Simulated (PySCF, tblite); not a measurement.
# C5H4F3P: geometry, infrared bands and NMR shifts

What infrared bands and NMR shifts should C5H4F3P (`FC(F)(F)c1ccc[pH]1`) show?

Programs: tblite 0.8.0 and PySCF 2.14.0, with density-fitted response routines of our own. Each step states its level of theory. These are calculated values for one molecule in the gas phase, unless marked as measured. Atoms count from 0, in the outputs and in this text.

### Step 1. The starting structure

13 atoms, charge 0, multiplicity 1; geometry from: force field or distance geometry start.

Bonds of the start (Å): F0–C1 1.37, C1–F2 1.35, C1–F3 1.36, C1–C4 1.48, C4–C5 1.35, C5–C6 1.45, C6–C7 1.35, C7–P8 1.87, P8–C4 1.88, C5–H9 1.08, C6–H10 1.08, C7–H11 1.07, P8–H12 1.42.

### Step 2. Geometry optimisation with GFN2-xTB

What the job is given:

```
{"job": {"kind": "relax", "xc": "GFN2-xTB", "basis": "xTB"}, "charge": 0, "multiplicity": 1}
F     -1.399900    -0.945600     2.349300
C     -1.653200    -0.403100     1.116400
F     -2.471900    -1.272000     0.486100
F     -2.354700     0.743200     1.316500
C     -0.396000    -0.164000     0.370000
C     -0.030600    -0.683400    -0.823700
C      1.248400    -0.234900    -1.340200
C      1.918400     0.648000    -0.571100
P      0.948300     1.002500     0.986100
H     -0.638000    -1.385200    -1.376400
H      1.616400    -0.600700    -2.289300
H      2.867800     1.069200    -0.834400
H      0.340600     2.226500     0.593000
```

Command:

```
$ OMP_NUM_THREADS=1 python probes_run.py task.json out
```

The driver reads the jobs from task.json and runs them one after another.

**Question.** This job is followed by: GFN2-xTB harmonic vibrations, gas phase; GIAO PBE0/pcSseg-1 NMR shielding, non-relativistic, gas phase. What will the session give for the following? strongest single infrared mode (GFN2-xTB); zero-point energy (GFN2-xTB); 13C shifts against TMS (PBE0/pcSseg-1); 1H shifts against TMS (PBE0/pcSseg-1); 19F shifts against CFCl3 (PBE0/pcSseg-1, means over atoms taken as alike); 31P shifts against H3PO4 (PBE0/pcSseg-1); surface potential, 1st and 99th percentile.

**Answer**, as computed:

| quantity | value |
| --- | --- |
| strongest single infrared mode (GFN2-xTB) | 1017 cm⁻¹, 291 km/mol |
| zero-point energy (GFN2-xTB) | 47.7 kcal/mol |
| 13C shifts against TMS (PBE0/pcSseg-1) | 148.7, 148.6, 148.4, 146.5, 133.2 ppm |
| 1H shifts against TMS (PBE0/pcSseg-1) | 7.79, 7.41, 7.35, 5.29 ppm |
| 19F shifts against CFCl3 (PBE0/pcSseg-1, means over atoms taken as alike) | -71.8 ppm |
| 31P shifts against H3PO4 (PBE0/pcSseg-1) | -72.1 ppm |
| surface potential, 1st and 99th percentile | -0.72 V and 1.25 V |

**Reading.** Over 33 steps the energy fell by 0.176 eV; of the close pairs, C4–P8 changed most, 1.883 to 1.816 Å. The lowest mode is slightly imaginary (7i cm⁻¹), a soft motion within the noise of the Hessian, so the minimum is not strictly shown. The strongest single mode, at 1017 cm⁻¹, moves mainly C1. GFN2-xTB is a fitted tight-binding method: band positions and strengths are rough. Its intensities can rank the bands wrongly. At PBE0/pcSseg-1: The largest span, 228 ppm, is at C7, where the paramagnetic term is -224 ppm. By nearest atom (PBE0/pcSseg-1), the HOMO sits on C4, C7 about 29 % each; C6 16 % and the LUMO on C4, C7 about 20 % each; C5 15 %.
